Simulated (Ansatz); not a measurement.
# Ni (Ni (110), 3 layers): how the settings move a single-point run

Aim: see which settings change the result for Ni (Ni (110), 3 layers), by how much, and at what cost.

Method: reference: DFT, PBE, PAW with Ansatz's default frozen-core files, scalar-relativistic, in Ansatz 0.2.0.

### Step 1. The system as given

It takes space group Pmmm (No. 47, orthorhombic). The conventional cell has a = 2.488 Å, b = 3.519 Å, c = 18.488 Å, α = 90.00°, β = 90.00°, γ = 90.00°. Ni (site symmetry mm2) is surrounded by 7 Ni at 2.30 to 2.49 Å. Around Ni (site symmetry mmm) lie 10 Ni at 2.44 to 2.49 Å.

As a file:

```
CELL_PARAMETERS angstrom
2.48804 0.00000 0.00000
0.00000 3.51862 0.00000
0.00000 0.00000 18.48800
ATOMIC_POSITIONS crystal
Ni 0.00000 0.00000 0.43769
Ni 0.50000 0.50000 0.50000
Ni 0.00000 0.00000 0.56231
```

### Step 2. Baseline

File input.yaml:

```yaml
crystal:
  lattice:
    - [2.4880368655, 0.0, 0.0]
    - [0.0, 3.5186154789, 0.0]
    - [0.0, 0.0, 18.488]
  atoms:
    - { symbol: Ni, position: [0.0, 0.0, 0.4376885799], spin: 1.0 }
    - { symbol: Ni, position: [0.5, 0.5, 0.5000000073], spin: 1.0 }
    - { symbol: Ni, position: [0.0, 0.0, 0.5623114128], spin: 1.0 }
magnetization:
  spin_polarized: true
kpoints:
  mp_grid: { grid: [15, 10, 1] }
scf:
  occupations: { method: fermi_dirac, width: 0.05 }
hamiltonian:
  xc: pbe
  pseudopotentials: { kind: paw }
output:
  forces: true
  stress: true
  eigenvalues: true
efield:
  axis: 3
  amplitude: 0.2
  dipole_correction: true
```

Command:

```console
> ansatz run input.yaml --threads 2 --pin off --max-ram 6144MiB --backend cpu --events-out ev --progress --plain --runs-dir out
```

### Step 3. Variant: starting moments, spin_polarized left out

File input.yaml:

```yaml
crystal:
  lattice:
    - [2.4880368655, 0.0, 0.0]
    - [0.0, 3.5186154789, 0.0]
    - [0.0, 0.0, 18.488]
  atoms:
    - { symbol: Ni, position: [0.0, 0.0, 0.4376885799] }
    - { symbol: Ni, position: [0.5, 0.5, 0.5000000073] }
    - { symbol: Ni, position: [0.0, 0.0, 0.5623114128] }
kpoints:
  mp_grid: { grid: [15, 10, 1] }
scf:
  occupations: { method: fermi_dirac, width: 0.05 }
hamiltonian:
  xc: pbe
  pseudopotentials: { kind: paw }
output:
  forces: true
  stress: true
  eigenvalues: true
efield:
  axis: 3
  amplitude: 0.2
  dipole_correction: true
```

Before running it: what results should come out? Wanted: for each run, ending; energy change; abs. moment; force.

**Answer**, as computed:

| run | ending | energy change | abs. moment (μB) | force (eV/Å) | cycles | time |
| --- | --- | --- | --- | --- | --- | --- |
| reference | converged | 0 | 2.58 | 0.01 | 13 | 40 s |
| 1: starting moments, spin_polarized left out | converged | +88.3 meV/atom | 0.00 | 0.01 | 18 | 21 s |

Residual by cycle in the longest SCF loop of each run; runs are numbered as in the table. The quantity is the density residual dr2, in eV.

| cycle | reference | run 1 |
| --- | --- | --- |
| 1 | 3.43 | 12.5 |
| 3 | 0.0913 | 4.69 |
| 4 | 0.127 | 0.337 |
| 6 | 0.00814 | 0.0388 |
| 7 | 7.7e-5 | 0.0243 |
| 9 | 1.1e-5 | 0.00122 |
| 10 | 1.2e-6 | 4.4e-4 |
| 12 | 4.0e-7 | 1.3e-4 |
| 13 | 7.9e-8 | 6.2e-6 |
| 15 | - | 5.5e-7 |
| 16 | - | 1.8e-7 |
| 18 | - | 4.6e-8 |

What this shows: Changing the spin polarisation moves the energy by +88.3 meV/atom, and the absolute moment goes from 2.58 to 0.00 μB. The runs ended in different states; the reference is the lower. Cost: 18 SCF cycles against 13, 21 s against 40 s.
